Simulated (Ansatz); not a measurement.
# GaH5O2S: the cost of one run

All numbers below are computed with Ansatz 0.2.0 (RKS B3LYP/def2-SVP).

### Step 1. The structure to begin with

Bond lengths: Ga1–O2 2.140 Å, O2–H3 1.010 Å, Ga1–O4 1.790 Å, O4–H5 1.010 Å, Ga1–H6 1.570 Å, Ga1–S7 2.570 Å, S7–H8 1.400 Å. Angles: Ga1–O2–H3 109.5°, O2–Ga1–O4 120.0°, O2–Ga1–H6 120.0°, O2–Ga1–S7 71.6°, O4–Ga1–H6 120.0°, O4–Ga1–S7 96.8°, H6–Ga1–S7 101.3°, Ga1–O4–H5 109.5°, Ga1–S7–H8 109.5°.

Coordinates:

```xyz
9

Ga    0.0000    0.0000    0.0000
O     0.0000    0.0000    2.1400
H    -0.9095   -0.2814    2.4771
O     1.5501    0.0000   -0.8950
H     1.8500   -0.9519   -1.0499
H    -1.3596    0.0000   -0.7850
S     0.1152    2.4362    0.8104
H     0.6677    2.4753    2.0961
H     0.0598    1.2648    1.9608
```

### Step 2. Pulling towards end A

Springs on the bonds that form and break draw the guess towards this end; the thresholds are loose.

Input file input.yaml:

```yaml
crystal:
  periodic: [false, false, false]
  atoms:
    - { symbol: Ga, position_ang: [0.0, 0.0, 0.0] }
    - { symbol: O, position_ang: [0.0, 0.0, 2.14] }
    - { symbol: H, position_ang: [-0.9095, -0.2814, 2.4771] }
    - { symbol: O, position_ang: [1.5501, 0.0, -0.895] }
    - { symbol: H, position_ang: [1.85, -0.9519, -1.0499] }
    - { symbol: H, position_ang: [-1.3596, 0.0, -0.785] }
    - { symbol: S, position_ang: [0.1152, 2.4362, 0.8104] }
    - { symbol: H, position_ang: [0.6677, 2.4753, 2.0961] }
    - { symbol: H, position_ang: [0.0598, 1.2648, 1.9608] }
basis:
  gaussian: { orbitals: def2-SVP }
hamiltonian:
  xc: b3lyp
relax:
  f_tol: 0.15
  max_steps: 25
  restrain:
    - { distance: [0, 6], at: 3.47, k: 30.0 }
    - { distance: [8, 1], at: 2.21, k: 30.0 }
    - { distance: [0, 1], at: 1.79, k: 30.0 }
    - { distance: [8, 6], at: 1.4, k: 30.0 }
```

On the command line:

```console
$ ansatz run input.yaml --threads 2 --pin off --max-ram 3072MiB --backend cpu --events-out ev --progress --plain --runs-dir out
```

Q: Estimate wall time and peak memory on 2 threads of Arm Neoverse V1, shared host.

About 37 s, with a peak of 0.24 GiB.
